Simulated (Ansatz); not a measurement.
# C2H11NO3Si2: molecular dynamics

The plan is to follow the molecule's vibrations and see whether its bonds hold. The start is relaxed first. Runs: 285 steps of 0.25 fs at constant energy, with velocities drawn for 1500 K. SMILES of the start: CO[Si](N)(OC)O[SiH3].

Method: RKS B3LYP/STO-3G, in Ansatz 0.2.0.

## 1. The system as given

Bond lengths (14 of 18 bonds, heavy atoms first): Si1–O2 1.680 Å, O2–Si3 1.680 Å, Si1–N7 1.820 Å, Si1–O10 1.679 Å, O10–C11 1.420 Å, Si1–O15 1.679 Å, O15–C16 1.420 Å, Si3–H4 1.460 Å, Si3–H5 1.460 Å, Si3–H6 1.460 Å, N7–H8 1.060 Å, N7–H9 1.060 Å, C11–H12 1.110 Å, C11–H13 1.110 Å. Angles (14 of 30 angles, heavy atoms first): Si1–O2–Si3 125.0°, O2–Si1–N7 109.5°, O2–Si1–O10 109.5°, O2–Si1–O15 109.5°, N7–Si1–O10 109.5°, N7–Si1–O15 109.5°, O10–Si1–O15 109.5°, Si1–O10–C11 125.0°, Si1–O15–C16 125.0°, O2–Si3–H4 109.5°, O2–Si3–H5 109.5°, O2–Si3–H6 109.5°, Si1–N7–H8 120.0°, Si1–N7–H9 120.0°.

The coordinates stand in the first input below.

## 2. Preparing the start

input.yaml reads:

```yaml
crystal:
  periodic: [false, false, false]
  atoms:
    - { symbol: Si, position_ang: [0.0, 0.0, 0.0] }
    - { symbol: O, position_ang: [0.0, 0.0, 1.68] }
    - { symbol: Si, position_ang: [-1.3147, -0.4067, 2.6436] }
    - { symbol: H, position_ang: [-2.239, -1.2403, 1.8804] }
    - { symbol: H, position_ang: [-0.8506, -1.1432, 3.8157] }
    - { symbol: H, position_ang: [-1.9987, 0.8095, 3.0733] }
    - { symbol: "N", position_ang: [1.7163, 0.0, -0.6061] }
    - { symbol: H, position_ang: [2.2145, -0.918, -0.7868] }
    - { symbol: H, position_ang: [2.2175, 0.918, -0.7783] }
    - { symbol: O, position_ang: [-0.7913, 1.3709, -0.5594] }
    - { symbol: C, position_ang: [-2.1512, 1.4177, -0.9653] }
    - { symbol: H, position_ang: [-2.7687, 0.8215, -0.2614] }
    - { symbol: H, position_ang: [-2.5023, 2.4707, -0.9639] }
    - { symbol: H, position_ang: [-2.2473, 0.9975, -1.9882] }
    - { symbol: O, position_ang: [-0.7913, -1.3709, -0.5594] }
    - { symbol: C, position_ang: [-1.5365, -2.2685, 0.2501] }
    - { symbol: H, position_ang: [-1.2251, -2.1576, 1.3097] }
    - { symbol: H, position_ang: [-2.6187, -2.04, 0.1571] }
    - { symbol: H, position_ang: [-1.349, -3.3106, -0.083] }
basis:
  gaussian: { orbitals: STO-3G }
hamiltonian:
  xc: b3lyp
relax:
  f_tol: 0.02
  max_steps: 40
```

On the command line:

```bash
$ ansatz run input.yaml --threads 1 --pin off --max-ram 2048MiB --backend cpu --events-out ev --progress --plain --runs-dir out
```

After this run come: The run.

Q: Predict the outcome of this session. Wanted: relaxation of the start; temperature, first and last step; temperature, second half; potential energy, second half; largest change of the total energy; bonds formed or broken.

**Answer**, as computed:

```
                          quantity                          value
           relaxation of the start       36 moves, 2.022 eV lower
                            length           285 steps of 0.25 fs
  temperature, first and last step                 1500 and 907 K
          temperature, second half  mean 799 K, from 564 to 989 K
     potential energy, second half    +81 meV/atom from the start
largest change of the total energy                  0.22 meV/atom
            bonds formed or broken                              0
```

What this shows: The temperature starts at 1500 K and averages 799 K in the second half, where it ranges from 564 to 989 K; a mean near half the start is what vibrations about a minimum give, since they share energy equally between motion and strain. The total energy strays from its start by at most 0.22 meV/atom, 0.2 % of the mean kinetic energy, which is good for a step of 0.25 fs. No bond forms or breaks. Averages from a run of 71 fs with 19 atoms are rough. The nuclei move classically, without zero-point motion, which matters most for hydrogen. In so small a basis the energies are only a sketch.
